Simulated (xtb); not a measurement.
**doublet CH5InS+: levels of theory compared**

Aim: a comparison of 3 runs (GFN2-xTB, GFN0-xTB, GFN1-xTB) of doublet CH5InS+. 

The results are computed with xtb 6.7.1.

8 further runs of the same task are left out: 8 set aside as unsound or not needed.

### Step 1. The structure to begin with

The species is CH5InS+ (8 atoms), meant as a doublet with charge +1. As SMILES of the parent species, `[H][In]([H])[S]C`. Geometry: a GFN2-xTB relaxation, a rough one for these elements and not checked as a minimum. That shape belongs to the parent species and isn't relaxed for this state.

Bond lengths: In1–S4 2.418 Å, S4–C5 1.832 Å, In1–H2 1.739 Å, In1–H3 1.735 Å, C5–H6 1.095 Å, C5–H7 1.086 Å, C5–H8 1.086 Å. Angles: In1–S4–C5 97.6°, H2–In1–S4 113.5°, H3–In1–S4 126.3°, S4–C5–H6 110.6°, S4–C5–H7 107.7°, S4–C5–H8 108.4°, H2–In1–H3 120.2°, H6–C5–H7 110.0°, H6–C5–H8 110.1°, H7–C5–H8 109.9°.

### Step 2. Energy and gradient at GFN2-xTB (run 1)

Input file mol.coord:

```
$coord
      1.150389675627      2.702024899296     -1.671651729844  in
      3.431723745059      0.421881357323     -2.301421858137  h
      1.491919878131      5.743671377710     -2.844793708012  h
     -2.311853146345      1.160915450141      0.879591921968  s
     -1.103996899268     -2.040979803641      1.403650770850  c
      0.565292672921     -2.390087807904      0.232436313329  h
     -2.596540387020     -3.359914152323      0.911414909907  h
     -0.626954436367     -2.237511320602      3.390792277200  h
$end
```

Launch:

```sh
$ xtb --grad -c 1 -u 1 --gfn2 --parallel 1 -- mol.coord | tee out.txt
```

Log:

```text
* xtb version 6.7.1
[...]
          :  # basis functions                  29          :
[...]
          :  # electrons                        17          :
[...]
          :  Hamiltonian                  GFN2-xTB          :
[...]
          :  net charge                          1          :
          :  unpaired electrons                  1          :
[...]
   *** convergence criteria satisfied after 19 iterations ***
[...]
         ::                     SUMMARY                     ::
         :::::::::::::::::::::::::::::::::::::::::::::::::::::
         :: total energy              -8.643368821957 Eh    ::
         :: gradient norm              0.040478900889 Eh/a0 ::
         :: HOMO-LUMO gap              4.116188098195 eV    ::
         ::.................................................::
         :: SCC energy                -8.710563607218 Eh    ::
         :: -> isotropic ES            0.103525827337 Eh    ::
         :: -> anisotropic ES         -0.009547067223 Eh    ::
         :: -> anisotropic XC          0.004339748869 Eh    ::
         :: -> dispersion             -0.003435928090 Eh    ::
         :: repulsion energy           0.067194785261 Eh    ::
         :: add. restraining           0.000000000000 Eh    ::
         :: total charge               1.000000000007 e     ::
         :::::::::::::::::::::::::::::::::::::::::::::::::::::
[...]
         9        1.2177           -0.5986658             -16.2905 (HOMO)
        10                         -0.4473987             -12.1743 (LUMO)
[...]
     #   Z          covCN         q      C6AA      α(0)
     1  49 in       2.672     0.351   267.914    30.942
     2   1 h        0.897     0.023     2.693     2.568
     3   1 h        0.899     0.096     1.830     2.117
     4  16 s        1.825     0.194   133.363    19.437
     5   6 c        3.761    -0.116    22.759     6.801
     6   1 h        0.924     0.139     1.469     1.896
     7   1 h        0.925     0.154     1.363     1.826
     8   1 h        0.925     0.158     1.337     1.808
[...]
molecular dipole:
                 x           y           z       tot (Debye)
 q only:       -0.117       0.764      -0.194
   full:       -0.116       0.897      -0.242       2.381
molecular quadrupole (traceless):
[...]
          | TOTAL ENERGY               -8.643368821957 Eh   |
          | GRADIENT NORM               0.040478900889 Eh/α |
          | HOMO-LUMO GAP               4.116188098195 eV   |
           -------------------------------------------------
[...]
```

Standard error:

```text
normal termination of xtb
```

It took 0.043 s on 1 thread of Intel Xeon Platinum 8375C at 2.90GHz (Ice Lake), shared host.

### Step 3. Energy and forces at GFN0-xTB (run 2)

Input file .CHRG:

```
1
```

Input file .UHF:

```
1
```

Input file start.xyz:

```xyz
8
start
In     0.60876     1.42985    -0.88460
H      1.81599     0.22325    -1.21786
H      0.78949     3.03942    -1.50540
S     -1.22338     0.61433     0.46546
C     -0.58421    -1.08004     0.74278
H      0.29914    -1.26478     0.12300
H     -1.37403    -1.77799     0.48230
H     -0.33177    -1.18404     1.79433
```

Launch:

```sh
$ xtb --grad --gfn 0 --parallel 1 -- start.xyz > xtb.out 2> xtb.err
```

Log:

```text
* xtb version 6.7.1
[...]
          :  # basis functions                  34          :
[...]
          :  # electrons                        17          :
[...]
 Zeroth order Hamiltonian       ...        0 min,  0.000 sec ( 12.347%)
[...]
         ::                     SUMMARY                     ::
         :::::::::::::::::::::::::::::::::::::::::::::::::::::
         :: total energy              -7.715813476349 Eh    ::
         :: gradient norm              0.028600203758 Eh/a0 ::
         :: HOMO-LUMO gap              3.631090072504 eV    ::
         ::.................................................::
         :: H0 energy                 -9.115893182656 Eh    ::
         :: repulsion energy           0.073688733551 Eh    ::
         :: electrostat energy         1.327700576053 Eh    ::
         :: -> Gsolv                   0.000000000000 Eh    ::
         ::    -> Gsasa                0.000000000000 Eh    ::
         ::    -> Gshift               0.000000000000 Eh    ::
         :: dispersion energy         -0.001309603297 Eh    ::
         :: short-range corr.          0.000000000000 Eh    ::
         :: add. restraining           0.000000000000 Eh    ::
         :: total charge               1.000000000000 e     ::
         :::::::::::::::::::::::::::::::::::::::::::::::::::::
[...]
         9        1.0001           -0.4089328             -11.1276 (HOMO)
        10                         -0.2754927              -7.4965 (LUMO)
[...]
     #   Z          covCN         q      C6AA      α(0)
     1  49 In       2.672     0.369   277.159    31.351
     2   1 H        0.897     0.082     1.960     2.191
     3   1 H        0.899     0.113     1.672     2.023
     4  16 S        1.825     0.137   133.150    19.456
     5   6 C        3.761    -0.419    33.282     8.323
     6   1 H        0.924     0.202     1.091     1.633
     7   1 H        0.925     0.261     0.837     1.430
     8   1 H        0.925     0.255     0.857     1.448
[...]
          | TOTAL ENERGY               -7.715813476349 Eh   |
          | GRADIENT NORM               0.028600203758 Eh/α |
          | HOMO-LUMO GAP               3.631090072504 eV   |
           -------------------------------------------------
[...]
```

Standard error:

```text
normal termination of xtb
```

Wall time 0.039 s (1 thread of Intel Xeon Platinum 8375C at 2.90GHz (Ice Lake), shared host).

### Step 4. Energy and forces at GFN1-xTB (run 3)

Input file xtb.inp:

```
$chrg 1
$spin 1
$end
```

Input file coord:

```
$coord angs
     0.6087600     1.4298500    -0.8846000  In
     1.8159900     0.2232500    -1.2178600  H
     0.7894900     3.0394200    -1.5054000  H
    -1.2233800     0.6143300     0.4654600  S
    -0.5842100    -1.0800400     0.7427800  C
     0.2991400    -1.2647800     0.1230000  H
    -1.3740300    -1.7779900     0.4823000  H
    -0.3317700    -1.1840400     1.7943300  H
$end
```

Launch:

```sh
$ xtb coord --json --grad --gfn 1 --input xtb.inp -P 1 > xtb.out
```

Log:

```text
* xtb version 6.7.1
[...]
          :  # basis functions                  34          :
[...]
          :  # electrons                        17          :
[...]
          :  Hamiltonian                  GFN1-xTB          :
[...]
          :  net charge                          1          :
          :  unpaired electrons                  1          :
[...]
   *** convergence criteria satisfied after 17 iterations ***
[...]
         ::                     SUMMARY                     ::
         :::::::::::::::::::::::::::::::::::::::::::::::::::::
         :: total energy              -9.531905234120 Eh    ::
         :: gradient norm              0.054603172855 Eh/a0 ::
         :: HOMO-LUMO gap              5.898284770933 eV    ::
         ::.................................................::
         :: SCC energy                -9.601110145902 Eh    ::
         :: -> electrostatic           0.085814015551 Eh    ::
         :: repulsion energy           0.071513503501 Eh    ::
         :: dispersion energy         -0.002308591719 Eh    ::
         :: halogen bond corr.         0.000000000000 Eh    ::
         :: add. restraining           0.000000000000 Eh    ::
         :: total charge               1.000000000001 e     ::
         :::::::::::::::::::::::::::::::::::::::::::::::::::::
[...]
         9        1.2315           -0.6165260             -16.7765 (HOMO)
        10                         -0.3997680             -10.8782 (LUMO)
[...]
     #   Z sym  total        # sym  WBO       # sym  WBO       # sym  WBO
 ---------------------------------------------------------------------------
     1  49 In   1.969 --     2 H    0.662     3 H    0.654     4 S    0.652
     2   1 H    0.885 --     1 In   0.662     3 H    0.108     4 S    0.105
     3   1 H    0.859 --     1 In   0.654     2 H    0.108
     4  16 S    1.964 --     5 C    1.048     1 In   0.652     2 H    0.105
     5   6 C    3.923 --     4 S    1.048     6 H    0.980     7 H    0.948
                             8 H    0.940
     6   1 H    1.003 --     5 C    0.980
     7   1 H    0.984 --     5 C    0.948
     8   1 H    0.978 --     5 C    0.940
 ---------------------------------------------------------------------------
[...]
          | TOTAL ENERGY               -9.531905234120 Eh   |
          | GRADIENT NORM               0.054603172855 Eh/α |
          | HOMO-LUMO GAP               5.898284770933 eV   |
           -------------------------------------------------
[...]
```

Standard error:

```text
normal termination of xtb
```

Wall time 0.043 s (1 thread of Intel Xeon Platinum 8375C at 2.90GHz (Ice Lake), shared host).

### Step 5. Overview of the runs

```tsv
run	level	energy (Eh)	HOMO energy (eV)	LUMO energy (eV)	dispersion energy (kJ/mol)	wall time
1	GFN2-xTB	-8.643369	-16.29	-12.17	-9.02	0.043 s
2	GFN0-xTB	-7.715813	-11.13	-7.50	-3.44	0.039 s
3	GFN1-xTB	-9.531905	-16.78	-10.88	-6.06	0.043 s
```

### Step 6. Results

| quantity | value |
| --- | --- |
| run 3: total energy | -9.53191 Eh |
| run 3: HOMO energy (partly filled) | -16.78 eV |
| run 3: LUMO energy | -10.88 eV |
| run 3: dispersion energy | -6.06 kJ/mol |
| run 3: largest force on an atom | 2.058 eV/Å |

Force-field and semi-empirical energies have zeros of their own, so their totals don't compare. All runs together took 0.12 s, the longest 0.043 s.
